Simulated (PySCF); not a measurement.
# [Tb(BH4)2]2+: other functionals and bases at one geometry

An exercise on one series of results from a longer session: the logs are not shown, and one member is left open.

The runs use PySCF 2.14.0; several levels, as the steps say, no spin–orbit coupling.

1 further run of the same task is left out (for a known fault of the program).

**Where the work starts**

11 atoms, charge 2, spin multiplicity 1.

Bond lengths: Tb1–B2 2.281 Å, Tb1–H4 2.000 Å, Tb1–H5 2.138 Å, Tb1–H6 1.999 Å, Tb1–B7 2.281 Å, Tb1–H9 2.000 Å, Tb1–H10 2.138 Å, Tb1–H11 1.999 Å, B2–H3 1.196 Å, B2–H4 1.314 Å, B2–H5 1.268 Å, B2–H6 1.313 Å, B7–H8 1.196 Å, B7–H9 1.314 Å, B7–H10 1.268 Å, B7–H11 1.313 Å. Angles: B2–Tb1–H4 35.0°, B2–Tb1–H5 33.1°, B2–Tb1–H6 34.9°, B2–Tb1–B7 110.7°, B2–Tb1–H9 84.5°, B2–Tb1–H10 142.5°, B2–Tb1–H11 98.0°, H4–Tb1–H5 58.7°, H4–Tb1–H6 58.7°, H4–Tb1–B7 84.5°, H4–Tb1–H9 72.9°, H4–Tb1–H10 117.2°, H4–Tb1–H11 63.6°, H5–Tb1–H6 58.0°, H5–Tb1–B7 142.5°, H5–Tb1–H9 117.2°, H5–Tb1–H10 175.6°, H5–Tb1–H11 118.9° and more.

As a file:

```xyz
11
charge 2, multiplicity 1
Tb    0.00000    0.00000   -0.43129
B     1.87722   -0.01081    0.86527
H     2.74708    0.01563    1.68525
H     0.87586   -0.80187    1.17783
H     2.11677   -0.28803   -0.34830
H     1.17079    1.09159    0.76586
B    -1.87722    0.01081    0.86527
H    -2.74708   -0.01563    1.68525
H    -0.87586    0.80187    1.17783
H    -2.11677    0.28803   -0.34830
H    -1.17079   -1.09159    0.76586
```

Formal oxidation states: Tb +4. Each metal's 7 4f electrons lie in its core potential, so multiplicities, spins and levels count the valence alone. An earlier session relaxed this geometry at PBE0, Tb lcecp-2-SVP with ECP53, B def2-SVP, H def2-SVP (singlet, point group C2).

At PBE0 on the finer grid: E = -96.963429 Eh, frontier levels not given, since the 4f levels lie in the core, Mulliken charge on Tb1 +1.34 e, largest force component 0.019 eV/Å. 

Levels to run: B3LYP; PBE; PBE0, TZVP. Hardware: 2 threads of Arm Neoverse V1, shared host.

The first run:

The input, run.py (the lines that set the calculation):

```python
mol = gto.M(atom='''
Tb     0.00000     0.00000    -0.43129
B      1.87722    -0.01081     0.86527
H      2.74708     0.01563     1.68525
H      0.87586    -0.80187     1.17783
H      2.11677    -0.28803    -0.34830
H      1.17079     1.09159     0.76586
B     -1.87722     0.01081     0.86527
H     -2.74708    -0.01563     1.68525
H     -0.87586     0.80187     1.17783
H     -2.11677     0.28803    -0.34830
H     -1.17079    -1.09159     0.76586''',
    basis={'Tb': 'lcecp-2-SVP', 'B': 'def2-SVP', 'H': 'def2-SVP'},
    ecp={'Tb': 'lcecp-2-SVP'},
    charge=2, spin=0)
mf = dft.RKS(mol, xc='B3LYP')
mf.grids.atom_grid = (75, 302)  # f atoms: unpruned, at least (60, 302)
mf = mf.density_fit()  # fitting sets: Tb AutoAux, B def2-universal-JKFIT, H def2-universal-JKFIT
mf.conv_tol = 1e-08; mf.max_cycle = 55
mf.kernel(dm0)  # dm0: the density of the relaxed state
```

The run is started by

```console
$ OMP_NUM_THREADS=2 python run.py
```

Among the steps run: B3LYP; PBE; PBE0, TZVP.

One of the session's tables, all rows but one given; the rest of the session is left out.

```
              level  charge on Tb1 (e)  dipole (D)  largest force component (eV/Å)
PBE0 (relaxed here)               1.34        0.68                            0.02
              B3LYP                  ?           ?                               ?
                PBE               1.12        0.27                            0.64
         PBE0, TZVP               1.27        0.75                            0.29
```

Q: Estimate the row for B3LYP from the others.

The run gave: charge on Tb1 (e): 1.22; dipole (D): 0.67; largest force component (eV/Å): 0.42. In the column «charge on Tb1 (e)» it lies between PBE (1.12) and PBE0, TZVP (1.27).

The dipole of a charged species depends on the origin, so these sizes hold for this origin alone.

The largest leftover force, 0.64 eV/Å with PBE, stands at a geometry relaxed at another level. With 4f in the core, its levels are missing from HOMO and gap, and its count is fixed, so no charge can pass from the ligands into it. Total energies of different levels can't be compared.
